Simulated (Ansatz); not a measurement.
The same calculation of C2H7BOSe, SMILES B[Se]C(C)O as a Python script and as an input file (Ansatz 0.2.0, Python API).

Script `c2h7bose.py`:
```python
import warnings

import ansatz
import numpy as np

warnings.simplefilter("ignore", ansatz.DeckWarning)

geometry_ang = [
    ("B", (-1.4939, 1.7954, -0.7835)),
    ("Se", (-1.2124, -0.1158, -1.1666)),
    ("C", (0.1662, -0.221, 0.1696)),
    ("C", (0.6868, -1.6685, 0.3623)),
    ("O", (1.3013, 0.5317, -0.2546)),
    ("H", (-2.325, 2.1748, 0.0285)),
    ("H", (-0.9061, 2.6667, -1.3779)),
    ("H", (-0.1623, 0.1846, 1.1413)),
    ("H", (1.0139, -2.0715, -0.5452)),
    ("H", (-0.2593, -2.2836, 0.709)),
    ("H", (1.3894, -1.7546, 1.1672)),
    ("H", (1.8784, 0.7067, 0.584)),
]
geometry = ansatz.Crystal.molecule()
for symbol, xyz in geometry_ang:
    geometry = geometry.atom(symbol, xyz)

job = (
    geometry.calculation()
    .basis(gaussian="def2-SVP")
    .functional("pbe0")
)
symbols = [site.symbol for site in geometry.cartesian_sites]
start = np.array([site.position_ang for site in geometry.cartesian_sites], dtype=float)
def progress(event):
    if event["event"] == "relax_step":
        row = event["data"]
        print(f"step {row['step']:3d}  E = {row['lagrangian_ev']:.6f} eV  largest force component {row['allowed_force_max_ev_ang']:.4f} eV/A")


report = job.relax(force_tolerance=0.005).session().plan().execute(on_event=progress).report
end = np.array(report["positions_ang"])

for key in ("converged", "free_energy_ev", "reference_energy_ev", "n_frozen", "n_occupied", "n_virtual"):
    print(f"{key:22s} {report[key]}")

print("final positions (A) and the move of each atom")
for symbol, xyz, old in zip(symbols, end, start):
    print(f"{symbol:2s} {xyz[0]:10.5f} {xyz[1]:10.5f} {xyz[2]:10.5f}   {np.linalg.norm(xyz - old):7.4f}")
with open("c2h7bose_opt.xyz", "w") as handle:
    handle.write(f"{len(symbols)}\nrelaxed C2H7BOSe\n")
    handle.writelines(f"{s:2s} {x:11.6f} {y:11.6f} {z:11.6f}\n" for s, (x, y, z) in zip(symbols, end))
```

```console
$ python c2h7bose.py
step   1  E = -70234.442727 eV  largest force component 4.9377 eV/A
step   2  E = -70234.853194 eV  largest force component 1.0674 eV/A
step   3  E = -70234.977650 eV  largest force component 0.6264 eV/A
step   4  E = -70235.105891 eV  largest force component 0.6168 eV/A
step   5  E = -70235.250000 eV  largest force component 0.7627 eV/A
step   6  E = -70235.436716 eV  largest force component 0.8264 eV/A
step   7  E = -70235.611808 eV  largest force component 0.6257 eV/A
step   8  E = -70235.741136 eV  largest force component 0.4573 eV/A
step   9  E = -70235.816835 eV  largest force component 0.4810 eV/A
step  10  E = -70235.837006 eV  largest force component 0.5983 eV/A
[... 31 cycles left out ...]
step  42  E = -70236.040339 eV  largest force component 0.0484 eV/A
step  43  E = -70236.040920 eV  largest force component 0.0596 eV/A
step  44  E = -70236.041306 eV  largest force component 0.0449 eV/A
step  45  E = -70236.041672 eV  largest force component 0.0389 eV/A
step  46  E = -70236.041959 eV  largest force component 0.0370 eV/A
step  47  E = -70236.042184 eV  largest force component 0.0332 eV/A
step  48  E = -70236.042226 eV  largest force component 0.0225 eV/A
step  49  E = -70236.042183 eV  largest force component 0.0238 eV/A
step  50  E = -70236.042301 eV  largest force component 0.0088 eV/A
step  51  E = -70236.042320 eV  largest force component 0.0047 eV/A
converged              True
free_energy_ev         -70236.04234688649
reference_energy_ev    -70236.04234688649
n_frozen               0
n_occupied             [33, 33]
n_virtual              [90, 90]
final positions (A) and the move of each atom
B    -1.22323    1.89123   -0.93418    0.3243
Se   -1.23689    0.00894   -0.93952    0.2602
C     0.17761   -0.36477    0.46379    0.3276
C     0.65557   -1.78410    0.28743    0.1412
O     1.25063    0.49080    0.37517    0.6331
H    -0.48410    2.51762   -0.20774    1.8874
H    -1.98533    2.45792   -1.67465    1.1386
H    -0.37611   -0.24937    1.41345    0.5551
H     1.15498   -1.89875   -0.68586    0.2637
H    -0.17863   -2.49713    0.34831    0.4269
H     1.38329   -2.02181    1.07841    0.2816
H     0.93921    1.39431    0.50948    1.1664
```

`input.yaml`:
```yaml
crystal:
  periodic: [false, false, false]
  atoms:
    - { symbol: B, position_ang: [-1.4939, 1.7954, -0.7835] }
    - { symbol: Se, position_ang: [-1.2124, -0.1158, -1.1666] }
    - { symbol: C, position_ang: [0.1662, -0.221, 0.1696] }
    - { symbol: C, position_ang: [0.6868, -1.6685, 0.3623] }
    - { symbol: O, position_ang: [1.3013, 0.5317, -0.2546] }
    - { symbol: H, position_ang: [-2.325, 2.1748, 0.0285] }
    - { symbol: H, position_ang: [-0.9061, 2.6667, -1.3779] }
    - { symbol: H, position_ang: [-0.1623, 0.1846, 1.1413] }
    - { symbol: H, position_ang: [1.0139, -2.0715, -0.5452] }
    - { symbol: H, position_ang: [-0.2593, -2.2836, 0.709] }
    - { symbol: H, position_ang: [1.3894, -1.7546, 1.1672] }
    - { symbol: H, position_ang: [1.8784, 0.7067, 0.584] }
basis:
  gaussian:
    orbitals: def2-SVP
hamiltonian:
  xc: pbe0
relax:
  f_tol: 0.005
```

Notes:
- Total energies depend on the basis set; only differences at equal settings carry meaning.
- The end point is the stationary point reached from this start; no frequency run checks that it is a minimum, and the basis set is modest.
- Wall time of the script: 6.1 min on 1 thread of Arm Neoverse V2 (shared host), peak memory 0.39 GiB.
